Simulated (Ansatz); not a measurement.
**CH₇NSi₂: up Jacob's ladder to CCSD(T)**

An exercise on one series of results from a longer session: the logs are not shown, and one member is left open.

Method: functionals in def2-TZVPP, the program's frozen cores in correlated methods; program: Ansatz 0.2.0, Gaussian basis.

Levels to be run: LDA (SPW92), PBE-D4, revPBE-D4, BLYP-D4, r2SCAN-D4, B97M-V, PBE0-D4, B3LYP-D4, r2SCANh-D4, r2SCAN0-D4, HSE06-D4, BHLYP-D4, CAM-B3LYP-D4, LC-ωPBE, ωB97X-V, ωB97M-V, B2PLYP, PBE-QIDH; CCSD(T)/def2-SVP; CCSD(T)/def2-TZVPP; MP2/def2-QZVPP; extrapolation to the limit; RPA on PBE.

## Structure used throughout

All runs share one geometry, relaxed beforehand with PBE0-D4 in a triple-zeta def2 set.

11 atoms, charge 0, spin multiplicity 1.

Atoms are counted from 1 here; the program's logs count them from 0.

Bond lengths: N1–C2 1.279 Å, N1–H5 1.026 Å, C2–Si3 1.900 Å, C2–Si4 1.898 Å, Si3–H6 1.488 Å, Si3–H7 1.487 Å, Si3–H8 1.487 Å, Si4–H9 1.488 Å, Si4–H10 1.481 Å, Si4–H11 1.488 Å. Angles: C2–N1–H5 111.9°, N1–C2–Si3 122.6°, N1–C2–Si4 116.2°, Si3–C2–Si4 121.2°, C2–Si3–H6 107.3°, C2–Si3–H7 110.4°, C2–Si3–H8 110.4°, H6–Si3–H7 110.2°, H6–Si3–H8 110.2°, H7–Si3–H8 108.4°, C2–Si4–H9 108.8°, C2–Si4–H10 110.2°, C2–Si4–H11 108.8°, H9–Si4–H10 110.7°, H9–Si4–H11 107.6°, H10–Si4–H11 110.7°.

Set-up of the first run:

Contents of in.yaml:

```yaml
crystal:
  periodic: [false, false, false]
  atoms:
    - {symbol: N, position_ang: [-0.319083, 1.677858, -0.627152]}
    - {symbol: C, position_ang: [-0.110188, 0.487058, -0.210671]}
    - {symbol: Si, position_ang: [0.975718, 0.105732, 1.301021]}
    - {symbol: Si, position_ang: [-0.950903, -0.903023, -1.191375]}
    - {symbol: H, position_ang: [0.164802, 2.375225, -0.050801]}
    - {symbol: H, position_ang: [1.471997, 1.405967, 1.828686]}
    - {symbol: H, position_ang: [2.119100, -0.760911, 0.911084]}
    - {symbol: H, position_ang: [0.184264, -0.602819, 2.341218]}
    - {symbol: H, position_ang: [-1.832813, -1.672348, -0.271784]}
    - {symbol: H, position_ang: [-1.732258, -0.334947, -2.314424]}
    - {symbol: H, position_ang: [0.094861, -1.834691, -1.695005]}
basis:
  gaussian: {orbitals: def2-TZVPP}
hamiltonian: {xc: lda}
output: {orbitals: {seedname: orbitals}}
```

Started as:

```sh
ansatz run in.yaml --threads 2 --pin off --events-out ev --progress --plain --max-ram 4352MiB
```

Among the steps run: LDA; PBE-D4 (GGA); revPBE-D4 (GGA); BLYP-D4 (GGA); r2SCAN-D4 (meta-GGA); B97M-V (meta-GGA); B3LYP-D4 (hybrid); r2SCANh-D4 (hybrid); r2SCAN0-D4 (hybrid); HSE06-D4 (hybrid); BHLYP-D4 (hybrid); CAM-B3LYP-D4 (range-separated); LC-ωPBE (range-separated); ωB97X-V (range-separated); ωB97M-V (range-separated); B2PLYP (double hybrid); PBE-QIDH (double hybrid).

One of the session's tables, all rows but one given; the rest of the session is left out.

It belongs to the step «Orbital energies across the functionals». 

```
  functional  HOMO (eV)  gap (eV)
 LDA (SPW92)      -5.76      3.09
      PBE-D4      -5.68      3.21
   revPBE-D4      -5.63      3.24
     BLYP-D4      -5.57      3.27
   r2SCAN-D4      -5.91      3.60
      B97M-V      -6.17      3.83
     PBE0-D4      -7.00      5.61
    B3LYP-D4      -6.79      5.19
  r2SCANh-D4      -6.41      4.50
  r2SCAN0-D4      -7.16      5.84
    HSE06-D4      -6.60      4.82
    BHLYP-D4      -8.26      8.10
CAM-B3LYP-D4      -8.36      8.22
     LC-ωPBE      -9.66     10.68
     ωB97X-V          ?         ?
     ωB97M-V      -9.24     10.09
```

**Question.** Estimate the row for ωB97X-V.

As computed: HOMO (eV): -9.35; gap (eV): 10.29. In the column «HOMO (eV)» it lies between LC-ωPBE (-9.66) and ωB97M-V (-9.24).
